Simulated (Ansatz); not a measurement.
What does this script print? It uses Ansatz's Python interface.

Script `dimer.py`:
```python
import ansatz as az

FIRST = [
    ("O", (-1.0276, -0.3565, -0.0043)),
    ("B", (0.3523, -0.096, 0.1638)),
    ("F", (1.2467, -0.4449, -0.9023)),
    ("H", (-1.3351, 0.5433, -0.4163)),
    ("H", (0.7635, 0.3543, 1.1592)),
]
SECOND = [
    ("O", (-1.1977, -3.2655, -0.8966)),
    ("B", (-2.2462, -3.8641, -1.6332)),
    ("F", (-3.454, -3.1156, -1.8313)),
    ("H", (-0.6683, -2.8146, -1.665)),
    ("H", (-2.1519, -4.9552, -2.0374)),
]

def energy(atoms, ghosts=()):
    molecule = az.Crystal.molecule()
    for symbol, xyz in atoms:
        molecule = molecule.atom(symbol, xyz)
    calc = (
        molecule.calculation()
        .basis(gaussian="def2-SVPD")
        .functional("r2scan", dispersion="d4")
    )
    deck = calc.input()
    if ghosts:
        deck = deck.set(az.key.basis.gaussian.ghost_atoms, [{"symbol": s, "position_ang": list(xyz)} for s, xyz in ghosts])
    return az.Session.from_dict(deck).plan().execute().report["free_energy_ev"]


def main() -> None:
    both = energy(FIRST + SECOND)
    alone = energy(FIRST) + energy(SECOND)
    ghosted = energy(FIRST, SECOND) + energy(SECOND, FIRST)
    print(f"dimer {both:.6f} eV")
    print(f"interaction, uncorrected   {23.060548 * (both - alone):8.3f} kcal/mol")
    print(f"interaction, counterpoise  {23.060548 * (both - ghosted):8.3f} kcal/mol")
    print(f"basis-set superposition    {23.060548 * (alone - ghosted):8.3f} kcal/mol")


if __name__ == "__main__":
    main()
```

```console
$ python dimer.py
dimer -10936.474004 eV
interaction, uncorrected     -1.281 kcal/mol
interaction, counterpoise    -0.842 kcal/mol
basis-set superposition       0.439 kcal/mol
```

Uncorrected it is -1.281 kcal/mol, with the counterpoise correction -0.842 kcal/mol; the difference, 0.44 kcal/mol, is the superposition error.

Caveats:
- Total energies depend on the basis set; only differences at equal settings carry meaning.
- The dimer is a generated trial pose of unrelaxed monomers, not a minimum, so the figure is no binding energy, and the basis set is small.
- Hardware and time: 26 s on 1 thread of Arm Neoverse V2 (shared host), peak memory 0.27 GiB.

(Lines on the test bed's own set-up are left out of the output.)
